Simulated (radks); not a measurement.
# In²⁺ in [Kr] 4d10 5s0.75 4f0.25: an all-electron calculation

Wanted: eigenvalues, radial structure and energy terms of the indium ion In2+.

Method: scalar-relativistic Kohn-Sham, LDA (Slater exchange, Perdew-Wang correlation), spin-unpolarised, spherical densities, finite nucleus. Code: radks (a radial shooting solver on a logarithmic mesh, Libxc functionals) version 1.

### Step 1. The system

```
element            : indium (Z = 49)
charge             : +2
electrons          : 47
configuration      : [Kr] 4d10 5s0.75 4f0.25
nuclear rms radius : 4.6156 fm
```

### Step 2. Self-consistent calculation

Settings of this run:

```text
Z 49
configuration [Kr] 4d10 5s0.75 4f0.25
relativity scalar-relativistic
functional lda,pw
spin unpolarised
nucleus finite rms 4.6156 fm
c 137.035999084
```

Q: Predict the outcome of this run.

The runs gave:

| quantity | value |
| --- | --- |
| total energy | -5875.19506 hartree |
| exchange-correlation share of it | 2.62 % |
| −T/E | 1.0420 |
| highest occupied level | 4f, -5.137 eV |
| most extended occupied level | 4f, <r> = 6.45 bohr |
| radius at density 0.001 e/bohr³ | 3.50 bohr |
| maxima of the radial density | 4 |

**Reading.** 5 principal shells are occupied and 4 maxima appear in the radial density; where shells overlap, one shows as a shoulder or not at all. −T/E is 1.042: with relativity the kinetic term as defined here no longer equals −E. This is not the tabulated ground configuration, so its levels and sizes aren't those of the ground state, and no measured value stands beside it.
